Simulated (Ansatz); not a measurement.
# Ni (Nickel): the cost of one run

Program: Ansatz 0.2.0. Level of theory: DFT LDA, scalar-relativistic, plane waves, PAW. These are calculated values, not measurements.

2 further runs of the same task are left out: 2 set aside as unsound or not needed.

**1. Starting point**

It takes space group Fm-3m (No. 225, cubic). Conventional cell: a = 3.424 Å, b = 3.424 Å, c = 3.424 Å, α = 90.00°, β = 90.00°, γ = 90.00°. Around Ni (site symmetry m-3m) lie 12 Ni at 2.42 Å.

Structure file:

```xyz
1
Lattice="0.0000 1.7120 1.7120 1.7120 0.0000 1.7120 1.7120 1.7120 0.0000" Properties=species:S:1:pos:R:3 pbc="T T T"
Ni    0.0000    0.0000    0.0000
```

This cell was relaxed beforehand with the same method: volume 10.04 Å³/atom, gap on the mesh none (metal), site moments up to 0.6 μB.

**2. The slab**

Miller indices refer to the conventional cell of the relaxed bulk, Fm-3m (No. 225): a = 3.424 Å, b = 3.424 Å, c = 3.424 Å, α = 90.00°, β = 90.00°, γ = 90.00°.

A (111) slab, 5.9 Å thick as cut, with 17 Å of vacuum; its outer planes are Ni (top) and Ni (bottom).

The slab as cut. Layers, bottom to top:

| plane | atoms per cell | height over the lowest (Å) |
| --- | --- | --- |
| 1 | Ni | 0.00 |
| 2 | Ni | 1.98 |
| 3 | Ni | 3.95 |
| 4 | Ni | 5.93 |

**3. Relaxing the clean slab**

input.yaml

```yaml
crystal:
  lattice:
    - [2.4211898561, 0.0, 0.0]
    - [-1.2105949281, 2.0968119228, 0.0]
    - [0.0, 0.0, 22.9306797179]
  atoms:
    - { symbol: Ni, position: [0.6666666667, 0.3333333333, 0.3706824265], spin: 0.7 }
    - { symbol: Ni, position: [0.3333333333, 0.6666666667, 0.4568941422], spin: 0.7 }
    - { symbol: Ni, position: [0.0, 0.0, 0.5431058578], spin: 0.7 }
    - { symbol: Ni, position: [0.6666666667, 0.3333333333, 0.6293175735], spin: 0.7 }
basis:
  ecutwfc: 420
kpoints:
  mp_grid: { grid: [12, 12, 1] }
hamiltonian:
  xc: lda
scf:
  occupations: { method: gaussian, width: 0.1 }
output:
  forces: true
  eigenvalues: true
  populations: true
  write_density: true
  write_potential: true
  elf: true
  volumetric_format: npy
magnetization:
  spin_polarized: true
relax:
  adjacent_minimum: "off"
  f_tol: 0.03
  max_steps: 70
  constraints: [{ sites: [0, 1] }]
efield:
  axis: 3
  dipole_correction: true
```

Started as:

```bash
> ansatz run input.yaml --threads 2 --pin off --max-ram 5120MiB --backend cpu --events-out ev --progress --plain --runs-dir out
```

**Question.** How long does this run take on 2 threads of Intel Xeon 6975P-C (Granite Rapids), shared host, and how much memory does it need?

About 31 s, with a peak of 0.5 GiB.
